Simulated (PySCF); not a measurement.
# Y(SH)3(NH3): other functionals and bases at one geometry

One table from this session's results is given with a row withheld; the runs are named, their logs left out.

Method: several levels, as the steps say, no spin–orbit coupling; program: PySCF 2.14.0.

1 further run of the same task is left out (for a known fault of the program).

### Where the work starts

11 atoms, charge 0, spin multiplicity 1.

Bond lengths: Y1–S2 2.578 Å, Y1–S4 2.570 Å, Y1–S6 2.579 Å, Y1–N8 2.448 Å, S2–H3 1.354 Å, S4–H5 1.354 Å, S6–H7 1.354 Å, N8–H9 1.022 Å, N8–H10 1.022 Å, N8–H11 1.022 Å. Angles: S2–Y1–S4 116.8°, S2–Y1–S6 119.7°, S2–Y1–N8 96.3°, S4–Y1–S6 118.3°, S4–Y1–N8 99.0°, S6–Y1–N8 97.7°, Y1–S2–H3 92.7°, Y1–S4–H5 92.5°, Y1–S6–H7 92.6°, Y1–N8–H9 112.7°, Y1–N8–H10 110.6°, Y1–N8–H11 112.9°, H9–N8–H10 106.6°, H9–N8–H11 106.8°, H10–N8–H11 106.8°.

Coordinates:

```mol
H6NS3Y
  3D, bonds by distance, orders not assigned

 11 10  0  0  0  0  0  0  0  0999 V2000
   -0.1290   -0.1249    0.1569 Y   0  0
    0.9525    1.7083    1.6115 S   0  0
    2.1940    1.4409    1.1407 H   0  0
   -2.1840   -1.3191    1.1355 S   0  0
   -2.0951   -0.6429    2.3052 H   0  0
    1.2996   -1.3815   -1.5848 S   0  0
    0.5420   -2.5004   -1.4909 H   0  0
   -1.2671    1.3950   -1.3877 N   0  0
   -2.2087    1.6432   -1.0757 H   0  0
   -0.7491    2.2716   -1.4779 H   0  0
   -1.3596    1.0084   -2.3294 H   0  0
  1  2  8  0
  1  4  8  0
  1  6  8  0
  1  8  8  0
  2  3  8  0
  4  5  8  0
  6  7  8  0
  8  9  8  0
  8 10  8  0
  8 11  8  0
M  END
```

Formal oxidation states: Y +3. An earlier session relaxed this geometry at PBE0, Y def2-SVP with ECP28, S def2-SVP, H def2-SVP, N def2-SVP (singlet, point group C1).

At PBE0 on the finer grid: E = -1290.556949 Eh, HOMO -6.96 eV, LUMO -0.95 eV, Mulliken charge on Y1 +0.62 e, largest force component 0.031 eV/Å. 

Levels to run: r2SCAN; revPBE; PBE0, TZVP. Hardware: 2 threads of Arm Neoverse V1, shared host.

The first run:

The input, run.py (the lines that set the calculation):

```python
mol = gto.M(atom='''
Y     -0.12900    -0.12489     0.15686
S      0.95250     1.70833     1.61149
H      2.19403     1.44086     1.14068
S     -2.18403    -1.31909     1.13552
H     -2.09514    -0.64291     2.30520
S      1.29962    -1.38154    -1.58482
H      0.54200    -2.50038    -1.49088
N     -1.26715     1.39499    -1.38770
H     -2.20865     1.64318    -1.07568
H     -0.74906     2.27160    -1.47786
H     -1.35962     1.00840    -2.32937''',
    basis={'Y': 'def2-SVP', 'S': 'def2-SVP', 'H': 'def2-SVP', 'N': 'def2-SVP'},
    ecp={'Y': 'def2-SVP'},
    charge=0, spin=0)
mf = dft.RKS(mol, xc='R2SCAN')
mf.grids.atom_grid = (75, 302)
mf = mf.density_fit()  # fitting sets: Y def2-universal-JKFIT, S def2-universal-JKFIT, H def2-universal-JKFIT, N def2-universal-JKFIT
mf.conv_tol = 1e-08; mf.max_cycle = 55
mf.kernel(dm0)  # dm0: the density of the relaxed state
```

On the command line:

```bash
OMP_NUM_THREADS=2 python run.py
```

Steps of the session up to this table: r2SCAN; revPBE; PBE0, TZVP.

One of the session's tables, all rows but one given; the rest of the session is left out.

```
              level  HOMO (eV)  gap (eV)  charge on Y1 (e)  dipole (D)  largest force component (eV/Å)
PBE0 (relaxed here)      -6.96      6.02              0.62        5.26                            0.03
             r2SCAN      -6.08      4.89              0.63        5.25                            0.07
             revPBE          ?         ?                 ?           ?                               ?
         PBE0, TZVP      -7.08      5.99              1.00        5.22                            0.26
```

**Question.** Estimate the row for revPBE.

**Answer.** HOMO (eV): -5.74; gap (eV): 4.20; charge on Y1 (e): 0.51; dipole (D): 5.15; largest force component (eV/Å): 0.34. In the column «HOMO (eV)» it is the highest.

In one basis the HOMO–LUMO gap runs from 4.20 eV (revPBE) to 6.02 eV (PBE0). The largest leftover force, 0.34 eV/Å with revPBE, stands at a geometry relaxed at another level. Total energies of different levels can't be compared.
